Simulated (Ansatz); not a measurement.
# F3H8NSi2 (built from SMILES F.F[SiH](F)[SiH3].N): search for a transition state, part 2 of 2

Ansatz 0.2.0, Gaussian basis; PBE0-D4. The steps go on from the part before.

## Step 7: Relaxing after a step of 0.30 Å one way along the mode

File downa/in.yaml:

```yaml
crystal:
  periodic: [false, false, false]
  atoms:
    - {symbol: Si, position_ang: [0.003883, 0.000731, -0.442534]}
    - {symbol: Si, position_ang: [-0.773375, -0.682029, 2.063492]}
    - {symbol: F, position_ang: [-0.822105, -1.233278, -1.161781]}
    - {symbol: F, position_ang: [1.297152, -0.956325, -0.156005]}
    - {symbol: H, position_ang: [-1.177370, 0.888962, -0.454150]}
    - {symbol: H, position_ang: [1.129503, 1.606899, -1.737589]}
    - {symbol: N, position_ang: [0.777539, 0.706382, -2.021693]}
    - {symbol: H, position_ang: [0.127874, 0.402767, 1.373397]}
    - {symbol: F, position_ang: [0.900564, 1.325032, 0.472308]}
    - {symbol: H, position_ang: [-1.962942, 0.051232, 2.564251]}
    - {symbol: H, position_ang: [-1.255070, -1.946121, 1.426822]}
    - {symbol: H, position_ang: [0.135958, -1.062026, 3.162314]}
    - {symbol: H, position_ang: [1.537687, 0.103353, -2.325420]}
    - {symbol: H, position_ang: [0.080702, 0.794522, -2.763514]}
basis:
  gaussian: {orbitals: def2-TZVP}
hamiltonian: {xc: pbe0, dispersion: d4}
relax: {f_tol: 0.005, max_steps: 200}
```

Launch:

```console
> ansatz run in.yaml --threads 5 --pin off --events-out ev --progress --plain --max-ram 66560MiB --backend cuda --devices 0, --max-vram 37GiB
```

Standard output:

```text
Functional definition: PBE0
  name "PBE0"
  cite "Adamo & Barone, J. Chem. Phys. 110, 6158 (1999) doi:10.1063/1.478522"
  cite "Perdew, Burke & Ernzerhof, Phys. Rev. Lett. 77, 3865 (1996) doi:10.1103/PhysRevLett.77.3865"
  parent pbe
  parameter a = 0.25
  parameter kappa = 0.804
  parameter beta = 0.06672455060314922
  exchange = (1 - a)*pbe_x(kappa = kappa, mu = beta*pi^2/3) + a*exact_x
  correlation = pbe_c(beta = beta)
1511 factors; their error is unknown
mean field evaluation 1: about -25511.0708 eV, gradient 6.8e1 eV
mean field evaluation 2: about -25505.3021 eV, gradient 9.3e1 eV
mean field evaluation 4: about -25518.0354 eV, gradient 3.7e0 eV
mean field evaluation 8: about -25518.0599 eV, gradient 6.6e-2 eV
mean field evaluation 16: about -25518.1533 eV, gradient 6.4e-5 eV
mean field -25518.15327002 eV, -937.7748358479 hartree, gradient 6.4e-5 eV, S^2 0.000000; 0 other end points of the search recorded, 0 dependent functions left out
the calculation of the forces begins
reference -25518.15330505 eV, -937.7748371351 hartree; 35, 35 occupied and 211, 211 virtual orbitals, 1511 factors
relax step   1: F+E_penalty+E_count = -25518.41071190 eV  Δ(F+E_penalty+E_count) = +0.000e0 eV  max|allowed force component| = 1.549e0 eV/Å  Δτ_max = 0.0000 Å  (27 SCF iters, accepted)
these checks for a lower state are left out or cut short: starts, cluster_reference, orbital_swaps, neighbouring_geometries, increment
1511 factors; their error is unknown
mean field -25518.59439142 eV, -937.7910467601 hartree, gradient 9.4e-6 eV, S^2 0.000000; 0 other end points of the search recorded, 0 dependent functions left out
the calculation of the forces begins
reference -25518.59442703 eV, -937.7910480690 hartree; 35, 35 occupied and 211, 211 virtual orbitals, 1511 factors
relax step   2: F+E_penalty+E_count = -25518.84596480 eV  Δ(F+E_penalty+E_count) = -4.353e-1 eV  max|allowed force component| = 1.404e0 eV/Å  Δτ_max = 0.1946 Å  (31 SCF iters, accepted)
these checks for a lower state are left out or cut short: starts, cluster_reference, orbital_swaps, neighbouring_geometries, increment
1511 factors; their error is unknown
mean field evaluation 32: about -25519.1009 eV, gradient 8.5e-6 eV
mean field -25519.10088550 eV, -937.8096600744 hartree, gradient 8.5e-6 eV, S^2 0.000000; 0 other end points of the search recorded, 0 dependent functions left out
the calculation of the forces begins
reference -25519.10092150 eV, -937.8096613973 hartree; 35, 35 occupied and 211, 211 virtual orbitals, 1511 factors
relax step   3: F+E_penalty+E_count = -25519.34796279 eV  Δ(F+E_penalty+E_count) = -5.020e-1 eV  max|allowed force component| = 8.933e-1 eV/Å  Δτ_max = 0.1947 Å  (36 SCF iters, accepted)
[... from here on, the SCF cycles and remarks between the steps are left out ...]
relax step   4: F+E_penalty+E_count = -25519.57675311 eV  Δ(F+E_penalty+E_count) = -2.288e-1 eV  max|allowed force component| = 5.287e-1 eV/Å  Δτ_max = 0.1928 Å  (30 SCF iters, accepted)
relax step   5: F+E_penalty+E_count = -25519.68117684 eV  Δ(F+E_penalty+E_count) = -1.044e-1 eV  max|allowed force component| = 2.548e-1 eV/Å  Δτ_max = 0.2000 Å  (29 SCF iters, accepted)
relax step   6: F+E_penalty+E_count = -25519.74742295 eV  Δ(F+E_penalty+E_count) = -6.625e-2 eV  max|allowed force component| = 2.697e-1 eV/Å  Δτ_max = 0.1935 Å  (29 SCF iters, accepted)
relax step   7: F+E_penalty+E_count = -25519.81831828 eV  Δ(F+E_penalty+E_count) = -7.090e-2 eV  max|allowed force component| = 4.742e-1 eV/Å  Δτ_max = 0.1912 Å  (28 SCF iters, accepted)
relax step   8: F+E_penalty+E_count = -25519.88573142 eV  Δ(F+E_penalty+E_count) = -6.741e-2 eV  max|allowed force component| = 4.993e-1 eV/Å  Δτ_max = 0.1928 Å  (30 SCF iters, accepted)
relax step   9: F+E_penalty+E_count = -25519.90551608 eV  Δ(F+E_penalty+E_count) = -1.978e-2 eV  max|allowed force component| = 4.059e-1 eV/Å  Δτ_max = 0.1907 Å  (30 SCF iters, accepted)
relax step  10: F+E_penalty+E_count = -25519.91669221 eV  Δ(F+E_penalty+E_count) = -1.118e-2 eV  max|allowed force component| = 3.538e-1 eV/Å  Δτ_max = 0.1844 Å  (29 SCF iters, accepted)
relax step  11: F+E_penalty+E_count = -25519.93220942 eV  Δ(F+E_penalty+E_count) = -1.552e-2 eV  max|allowed force component| = 2.437e-1 eV/Å  Δτ_max = 0.1054 Å  (29 SCF iters, accepted)
relax step  12: F+E_penalty+E_count = -25519.96903502 eV  Δ(F+E_penalty+E_count) = -3.683e-2 eV  max|allowed force component| = 1.696e-1 eV/Å  Δτ_max = 0.1999 Å  (30 SCF iters, accepted)
relax step  13: F+E_penalty+E_count = -25520.00134364 eV  Δ(F+E_penalty+E_count) = -3.231e-2 eV  max|allowed force component| = 3.609e-1 eV/Å  Δτ_max = 0.1994 Å  (29 SCF iters, accepted)
relax step  14: F+E_penalty+E_count = -25520.04509161 eV  Δ(F+E_penalty+E_count) = -4.375e-2 eV  max|allowed force component| = 5.371e-1 eV/Å  Δτ_max = 0.1940 Å  (30 SCF iters, accepted)
relax step  15: F+E_penalty+E_count = -25520.10564416 eV  Δ(F+E_penalty+E_count) = -6.055e-2 eV  max|allowed force component| = 1.030e0 eV/Å  Δτ_max = 0.1919 Å  (29 SCF iters, accepted)
relax step  16: F+E_penalty+E_count = -25520.20908054 eV  Δ(F+E_penalty+E_count) = -1.034e-1 eV  max|allowed force component| = 3.598e-1 eV/Å  Δτ_max = 0.1984 Å  (29 SCF iters, accepted)
relax step  17: F+E_penalty+E_count = -25520.20615068 eV  Δ(F+E_penalty+E_count) = +2.930e-3 eV  max|allowed force component| = 4.395e-1 eV/Å  Δτ_max = 0.1879 Å  (28 SCF iters, rejected (line search))
relax step  18: F+E_penalty+E_count = -25520.24147919 eV  Δ(F+E_penalty+E_count) = -3.240e-2 eV  max|allowed force component| = 6.797e-2 eV/Å  Δτ_max = 0.0929 Å  (30 SCF iters, accepted)
relax step  19: F+E_penalty+E_count = -25520.24700092 eV  Δ(F+E_penalty+E_count) = -5.522e-3 eV  max|allowed force component| = 7.623e-2 eV/Å  Δτ_max = 0.1000 Å  (29 SCF iters, accepted)
relax step  20: F+E_penalty+E_count = -25520.25128399 eV  Δ(F+E_penalty+E_count) = -4.283e-3 eV  max|allowed force component| = 2.175e-1 eV/Å  Δτ_max = 0.1001 Å  (30 SCF iters, accepted)
relax step  21: F+E_penalty+E_count = -25520.25443340 eV  Δ(F+E_penalty+E_count) = -3.149e-3 eV  max|allowed force component| = 2.473e-1 eV/Å  Δτ_max = 0.0898 Å  (30 SCF iters, accepted)
relax step  22: F+E_penalty+E_count = -25520.25846594 eV  Δ(F+E_penalty+E_count) = -4.033e-3 eV  max|allowed force component| = 3.868e-1 eV/Å  Δτ_max = 0.1046 Å  (30 SCF iters, accepted)
relax step  23: F+E_penalty+E_count = -25520.27836680 eV  Δ(F+E_penalty+E_count) = -1.990e-2 eV  max|allowed force component| = 3.424e-2 eV/Å  Δτ_max = 0.1519 Å  (28 SCF iters, accepted)
relax step  24: F+E_penalty+E_count = -25520.28338556 eV  Δ(F+E_penalty+E_count) = -5.019e-3 eV  max|allowed force component| = 1.511e-2 eV/Å  Δτ_max = 0.0912 Å  (28 SCF iters, accepted)
relax step  25: F+E_penalty+E_count = -25520.25807303 eV  Δ(F+E_penalty+E_count) = +2.531e-2 eV  max|allowed force component| = 8.173e-1 eV/Å  Δτ_max = 0.1957 Å  (28 SCF iters, rejected (line search))
relax step  26: F+E_penalty+E_count = -25520.28517591 eV  Δ(F+E_penalty+E_count) = -1.790e-3 eV  max|allowed force component| = 1.132e-1 eV/Å  Δτ_max = 0.0494 Å  (30 SCF iters, accepted)
relax step  27: F+E_penalty+E_count = -25520.28573987 eV  Δ(F+E_penalty+E_count) = -5.640e-4 eV  max|allowed force component| = 1.513e-1 eV/Å  Δτ_max = 0.0979 Å  (27 SCF iters, accepted)
relax step  28: F+E_penalty+E_count = -25520.28719282 eV  Δ(F+E_penalty+E_count) = -1.453e-3 eV  max|allowed force component| = 6.409e-2 eV/Å  Δτ_max = 0.0219 Å  (31 SCF iters, accepted)
relax step  29: F+E_penalty+E_count = -25520.28805550 eV  Δ(F+E_penalty+E_count) = -8.627e-4 eV  max|allowed force component| = 1.320e-2 eV/Å  Δτ_max = 0.0479 Å  (31 SCF iters, accepted)
relax step  30: F+E_penalty+E_count = -25520.28875145 eV  Δ(F+E_penalty+E_count) = -6.959e-4 eV  max|allowed force component| = 1.285e-1 eV/Å  Δτ_max = 0.1967 Å  (28 SCF iters, accepted)
relax step  31: F+E_penalty+E_count = -25520.29083612 eV  Δ(F+E_penalty+E_count) = -2.085e-3 eV  max|allowed force component| = 5.774e-2 eV/Å  Δτ_max = 0.0172 Å  (31 SCF iters, accepted)
relax step  32: F+E_penalty+E_count = -25520.29251726 eV  Δ(F+E_penalty+E_count) = -1.681e-3 eV  max|allowed force component| = 1.933e-2 eV/Å  Δτ_max = 0.0630 Å  (30 SCF iters, accepted)
relax step  33: F+E_penalty+E_count = -25520.29292058 eV  Δ(F+E_penalty+E_count) = -4.033e-4 eV  max|allowed force component| = 1.564e-1 eV/Å  Δτ_max = 0.1974 Å  (28 SCF iters, accepted)
relax step  34: F+E_penalty+E_count = -25520.29515030 eV  Δ(F+E_penalty+E_count) = -2.230e-3 eV  max|allowed force component| = 5.639e-2 eV/Å  Δτ_max = 0.0265 Å  (31 SCF iters, accepted)
relax step  35: F+E_penalty+E_count = -25520.29615280 eV  Δ(F+E_penalty+E_count) = -1.002e-3 eV  max|allowed force component| = 3.666e-2 eV/Å  Δτ_max = 0.0431 Å  (30 SCF iters, accepted)
relax step  36: F+E_penalty+E_count = -25520.29675127 eV  Δ(F+E_penalty+E_count) = -5.985e-4 eV  max|allowed force component| = 8.047e-2 eV/Å  Δτ_max = 0.1597 Å  (27 SCF iters, accepted)
relax step  37: F+E_penalty+E_count = -25520.29759040 eV  Δ(F+E_penalty+E_count) = -8.391e-4 eV  max|allowed force component| = 3.189e-2 eV/Å  Δτ_max = 0.0258 Å  (31 SCF iters, accepted)
relax step  38: F+E_penalty+E_count = -25520.29778987 eV  Δ(F+E_penalty+E_count) = -1.995e-4 eV  max|allowed force component| = 1.497e-2 eV/Å  Δτ_max = 0.0206 Å  (31 SCF iters, accepted)
relax step  39: F+E_penalty+E_count = -25520.29797141 eV  Δ(F+E_penalty+E_count) = -1.815e-4 eV  max|allowed force component| = 1.073e-2 eV/Å  Δτ_max = 0.0376 Å  (30 SCF iters, accepted)
relax step  40: F+E_penalty+E_count = -25520.29805239 eV  Δ(F+E_penalty+E_count) = -8.098e-5 eV  max|allowed force component| = 1.142e-2 eV/Å  Δτ_max = 0.0314 Å  (31 SCF iters, accepted)
relax step  41: F+E_penalty+E_count = -25520.29809442 eV  Δ(F+E_penalty+E_count) = -4.203e-5 eV  max|allowed force component| = 7.720e-3 eV/Å  Δτ_max = 0.0115 Å  (31 SCF iters, accepted)
relax step  42: F+E_penalty+E_count = -25520.29814746 eV  Δ(F+E_penalty+E_count) = -5.304e-5 eV  max|allowed force component| = 5.278e-3 eV/Å  Δτ_max = 0.0234 Å  (31 SCF iters, accepted)
relax step  43: F+E_penalty+E_count = -25520.29817527 eV  Δ(F+E_penalty+E_count) = -2.781e-5 eV  max|allowed force component| = 4.829e-3 eV/Å  Δτ_max = 0.0155 Å  (31 SCF iters, accepted)
relax step  44: F+E_penalty+E_count = -25520.29821353 eV  Δ(F+E_penalty+E_count) = -3.826e-5 eV  max|allowed force component| = 6.315e-3 eV/Å  Δτ_max = 0.0246 Å  (31 SCF iters, accepted)
relax step  45: F+E_penalty+E_count = -25520.29824182 eV  Δ(F+E_penalty+E_count) = -2.829e-5 eV  max|allowed force component| = 1.102e-2 eV/Å  Δτ_max = 0.0234 Å  (31 SCF iters, accepted)
relax step  46: F+E_penalty+E_count = -25520.29826299 eV  Δ(F+E_penalty+E_count) = -2.117e-5 eV  max|allowed force component| = 1.036e-2 eV/Å  Δτ_max = 0.0140 Å  (32 SCF iters, accepted)
relax step  47: F+E_penalty+E_count = -25520.29828011 eV  Δ(F+E_penalty+E_count) = -1.712e-5 eV  max|allowed force component| = 1.148e-2 eV/Å  Δτ_max = 0.0182 Å  (31 SCF iters, accepted)
relax step  48: F+E_penalty+E_count = -25520.29829700 eV  Δ(F+E_penalty+E_count) = -1.688e-5 eV  max|allowed force component| = 5.918e-3 eV/Å  Δτ_max = 0.0099 Å  (32 SCF iters, accepted)
relax step  49: F+E_penalty+E_count = -25520.29831485 eV  Δ(F+E_penalty+E_count) = -1.785e-5 eV  max|allowed force component| = 3.197e-3 eV/Å  Δτ_max = 0.0127 Å  (32 SCF iters, accepted)
relax step  50: F+E_penalty+E_count = -25520.29833222 eV  Δ(F+E_penalty+E_count) = -1.738e-5 eV  max|allowed force component| = 3.890e-3 eV/Å  Δτ_max = 0.0194 Å  (31 SCF iters, accepted)
these checks for a lower state are left out or cut short: starts, cluster_reference, orbital_swaps, neighbouring_geometries, increment
1511 factors; their error is unknown
mean field -25520.08614663 eV, -937.8458677530 hartree, gradient 9.6e-6 eV, S^2 0.000000; 0 other end points of the search recorded, 0 dependent functions left out
the calculation of the forces begins
reference -25520.08618363 eV, -937.8458691125 hartree; 35, 35 occupied and 211, 211 virtual orbitals, 1511 factors
relax step  51: F+E_penalty+E_count = -25520.29834351 eV  Δ(F+E_penalty+E_count) = -1.129e-5 eV  max|allowed force component| = 4.699e-3 eV/Å  Δτ_max = 0.0331 Å  (31 SCF iters, accepted)
1511 factors; their error is unknown
mean field evaluation 384: about -25520.0861 eV, gradient 8.3e-4 eV
mean field -25520.08614663 eV, -937.8458677530 hartree, gradient 4.3e-5 eV, S^2 0.000000; 1 other end points of the search recorded, 0 dependent functions left out
the calculation of the forces begins
reference -25520.08618363 eV, -937.8458691125 hartree; 35, 35 occupied and 211, 211 virtual orbitals, 1511 factors
Total energy: -25520.29838050 eV, -937.8536672039 hartree
Atom 0 at     0.035064     0.840151    -0.702520 Å, force    -0.003354     0.000972     0.002956 eV/Å
Atom 1 at    -0.914896    -1.134767     2.726624 Å, force     0.004602     0.001831    -0.002542 eV/Å
Atom 2 at    -0.987602    -0.257452    -1.288801 Å, force     0.001668     0.000380    -0.000161 eV/Å
Atom 3 at     1.412063     0.327566    -0.042423 Å, force     0.002093    -0.002564     0.000966 eV/Å
Atom 4 at    -0.691259     1.154385     0.547780 Å, force     0.001220    -0.000379    -0.001807 eV/Å
Atom 5 at     1.919475     0.934683    -2.543424 Å, force    -0.000651    -0.000050     0.000293 eV/Å
Atom 6 at     1.067557     0.388744    -2.477894 Å, force     0.001964     0.000935     0.000423 eV/Å
Atom 7 at     0.095125    -0.134134     3.150885 Å, force    -0.004497    -0.003023    -0.001514 eV/Å
Atom 8 at     0.015979     2.312484    -1.354286 Å, force    -0.001178     0.002270    -0.001627 eV/Å
Atom 9 at    -2.225547    -0.472839     2.511706 Å, force     0.002114     0.000005    -0.000470 eV/Å
Atom 10 at    -0.474650    -1.796242     1.472943 Å, force    -0.002451     0.001904     0.004699 eV/Å
Atom 11 at    -1.059149    -2.163549     3.790957 Å, force    -0.000006    -0.001038     0.000074 eV/Å
Atom 12 at     1.315281    -0.594098    -2.504593 Å, force     0.000387    -0.001387     0.000475 eV/Å
Atom 13 at     0.492559     0.595168    -3.287055 Å, force    -0.001911     0.000146    -0.001764 eV/Å
Dipole moment:     0.495550    -0.172781    -0.877194 e Å
```

Wall time 1.9 min (1 × a share of an NVIDIA H100 with 5 threads of AMD EPYC 7R13, shared host); peak host memory 0.88 GiB.

Along the way: (not every step is listed)

| step | energy from step 1 (eV) | largest force component (eV/Å) |
| --- | --- | --- |
| 1 | 0.0000 | 1.5489 |
| 2 | -0.4353 | 1.4035 |
| 3 | -0.9373 | 0.8933 |
| 4 | -1.1660 | 0.5287 |
| 5 | -1.2705 | 0.2548 |
| 6 | -1.3367 | 0.2697 |
| 7 | -1.4076 | 0.4742 |
| 8 | -1.4750 | 0.4993 |
| 9 | -1.4948 | 0.4059 |
| 12 | -1.5583 | 0.1696 |
| 15 | -1.6949 | 1.0304 |
| 18 | -1.8308 | 0.0680 |
| 21 | -1.8437 | 0.2473 |
| 24 | -1.8727 | 0.0151 |
| 27 | -1.8750 | 0.1513 |
| 30 | -1.8780 | 0.1285 |
| 33 | -1.8822 | 0.1564 |
| 36 | -1.8860 | 0.0805 |
| 39 | -1.8873 | 0.0107 |
| 42 | -1.8874 | 0.0053 |
| 45 | -1.8875 | 0.0110 |
| 46 | -1.8876 | 0.0104 |
| 47 | -1.8876 | 0.0115 |
| 48 | -1.8876 | 0.0059 |
| 49 | -1.8876 | 0.0032 |
| 50 | -1.8876 | 0.0039 |
| 51 | -1.8876 | 0.0047 |

Close pairs (by a distance rule), those that changed most:

| bond | before (Å) | after (Å) | change (Å) |
| --- | --- | --- | --- |
| Si1–F9 | 1.842 | 1.610 | -0.232 |
| Si1–N7 | 1.895 | 2.103 | +0.208 |
| Si2–H8 | 1.570 | 1.484 | -0.086 |
| Si1–F3 | 1.650 | 1.611 | -0.039 |
| Si1–F4 | 1.634 | 1.611 | -0.023 |
| Si2–H12 | 1.476 | 1.487 | +0.011 |
| Si2–H11 | 1.495 | 1.484 | -0.011 |
| N7–H14 | 1.022 | 1.014 | -0.008 |

## Step 8: Relaxing after a step of 0.30 Å the other way along the mode

File downb/in.yaml:

```yaml
crystal:
  periodic: [false, false, false]
  atoms:
    - {symbol: Si, position_ang: [-0.171360, -0.222351, -0.387798]}
    - {symbol: Si, position_ang: [-0.820001, -0.783718, 1.970072]}
    - {symbol: F, position_ang: [-0.887777, -1.331492, -1.288155]}
    - {symbol: F, position_ang: [1.307600, -0.929881, -0.221531]}
    - {symbol: H, position_ang: [-1.147766, 0.934014, -0.552897]}
    - {symbol: H, position_ang: [1.160084, 1.587741, -1.723320]}
    - {symbol: N, position_ang: [0.762291, 0.673993, -1.963893]}
    - {symbol: H, position_ang: [0.456375, 0.854154, 1.153542]}
    - {symbol: F, position_ang: [0.863895, 1.384721, 0.806958]}
    - {symbol: H, position_ang: [-1.935966, 0.021790, 2.562006]}
    - {symbol: H, position_ang: [-1.379973, -2.116296, 1.585041]}
    - {symbol: H, position_ang: [0.155074, -1.019366, 3.098587]}
    - {symbol: H, position_ang: [1.528134, 0.111239, -2.321797]}
    - {symbol: H, position_ang: [0.109392, 0.835553, -2.716915]}
basis:
  gaussian: {orbitals: def2-TZVP}
hamiltonian: {xc: pbe0, dispersion: d4}
relax: {f_tol: 0.005, max_steps: 200}
```

Launch:

```console
> ansatz run in.yaml --threads 5 --pin off --events-out ev --progress --plain --max-ram 66560MiB --backend cuda --devices 0, --max-vram 37GiB
```

Standard output, cut to the lines that bear on the results:

```text
[... 5 set-up lines as earlier in the session ...]
[...]
1511 factors; their error is unknown
[...]
mean field -25515.94685009 eV, -937.6937514110 hartree, gradient 2.6e-5 eV, S^2 0.000000; 0 other end points of the search recorded, 0 dependent functions left out
[...]
reference -25515.94688376 eV, -937.6937526482 hartree; 35, 35 occupied and 211, 211 virtual orbitals, 1511 factors
relax step   1: F+E_penalty+E_count = -25516.20258435 eV  Δ(F+E_penalty+E_count) = +0.000e0 eV  max|allowed force component| = 1.501e1 eV/Å  Δτ_max = 0.0000 Å  (28 SCF iters, accepted)
[...]
Atom 4 at    -0.520695     1.275743    -0.356252 Å, force    -0.001244     0.002767     0.000485 eV/Å
Atom 5 at     1.324199     1.133385    -2.228355 Å, force    -0.001407    -0.001066     0.000979 eV/Å
Atom 6 at     0.588539     0.446993    -2.356340 Å, force     0.002491    -0.000956    -0.001072 eV/Å
Atom 7 at     0.791843     0.999940     2.326801 Å, force    -0.000431    -0.001910     0.000188 eV/Å
Atom 8 at     1.243965     1.742754     1.995009 Å, force     0.000267     0.001645    -0.000716 eV/Å
Atom 9 at    -2.373934    -0.579870     1.968673 Å, force    -0.000520    -0.000555    -0.000004 eV/Å
Atom 10 at    -0.787866    -2.400470     1.939299 Å, force    -0.000196    -0.001321     0.000100 eV/Å
Atom 11 at    -0.177024    -0.280757     2.814183 Å, force     0.001175     0.002216     0.002072 eV/Å
Atom 12 at     0.978761    -0.341108    -2.861928 Å, force    -0.000946     0.000695    -0.000157 eV/Å
Atom 13 at    -0.139939     0.859959    -2.927826 Å, force    -0.000455    -0.000496    -0.000007 eV/Å
Dipole moment:     0.077347     0.162790    -0.957766 e Å
```

Run time: 86 s. Hardware: 1 × a share of an NVIDIA H100 with 5 threads of AMD EPYC 7R13, shared host; peak host memory 0.88 GiB.

Step by step: (the energy doesn't fall at every step)

| step | energy from step 1 (eV) | largest force component (eV/Å) |
| --- | --- | --- |
| 1 | 0.0000 | 15.0101 |
| 2 | -1.8560 | 0.5158 |
| 3 | -1.9358 | 1.0287 |
| 4 | -2.0244 | 1.2807 |
| 5 | -2.1203 | 1.1331 |
| 6 | -2.1923 | 0.9309 |
| 7 | -2.2212 | 1.1774 |
| 8 | -2.2926 | 0.5248 |
| 9 | -2.3015 | 1.4893 |
| 10 | -2.3783 | 0.1673 |
| 11 | -2.3907 | 0.2268 |
| 12 | -2.3215 | 0.5937 |
| 13 | -2.3960 | 0.4913 |
| 14 | -2.4012 | 0.2529 |
| 15 | -2.4035 | 0.1086 |
| 16 | -2.4049 | 0.0824 |
| 17 | -2.4066 | 0.0971 |
| 18 | -2.4139 | 0.4330 |
| 19 | -2.4166 | 0.6599 |
| 20 | -2.4240 | 0.2214 |
| 21 | -2.4059 | 0.2584 |
| 22 | -2.4307 | 0.2277 |
| 23 | -2.4319 | 0.1452 |
| 24 | -2.3441 | 0.8595 |
| 25 | -2.4339 | 0.0256 |
| 26 | -2.4341 | 0.0050 |
| 27 | -2.4341 | 0.0020 |
| 28 | -2.4341 | 0.0035 |

Distances of close pairs at the start and the end, largest changes first:

| bond | before (Å) | after (Å) | change (Å) |
| --- | --- | --- | --- |
| H8–F9 | 0.753 | 0.931 | +0.177 |
| Si1–N7 | 2.039 | 2.184 | +0.144 |
| Si1–Si2 | 2.509 | 2.374 | -0.135 |
| Si1–H5 | 1.522 | 1.486 | -0.036 |
| Si1–F4 | 1.648 | 1.615 | -0.033 |
| Si1–F3 | 1.598 | 1.616 | +0.018 |
| H6–N7 | 1.025 | 1.014 | -0.011 |
| Si2–H10 | 1.498 | 1.491 | -0.007 |

## Step 9: The three structures

| pair | start side (Å) | saddle (Å) | end side (Å) |
| --- | --- | --- | --- |
| Si1–F9 | 3.393 | 2.048 | 1.610 |
| Si2–H8 | 2.683 | 1.899 | 1.484 |
| Si1–Si2 | 2.374 | 2.610 | 4.070 |
| H8–F9 | 0.931 | 1.125 | 5.127 |

## Step 10: What came out

The summary covers parts 1 to 2.

| quantity | value |
| --- | --- |
| imaginary mode | 823i cm⁻¹ |
| barrier from the start side | 0.886 eV |
| barrier from the end side | 2.548 eV |
| energy of the step | -1.662 eV |
| pairs that change | Si1–F9 formed, Si2–H8 formed, Si1–Si2 broken, H8–F9 broken |
| zero-point energy at the saddle | 2.387 eV |

What this shows: One imaginary mode, 823i cm⁻¹, makes this a first-order saddle. The two relaxations don't end on the planned structures: the search found another step. At PBE0-D4/def2-TZVP the electronic barrier is 0.886 eV, about 34 kT at 298 K, and the step runs 1.662 eV downhill. A step off the saddle overshot and began above it in energy, so the link to its end is likely but not proven. Lower complexes than these ends may exist.
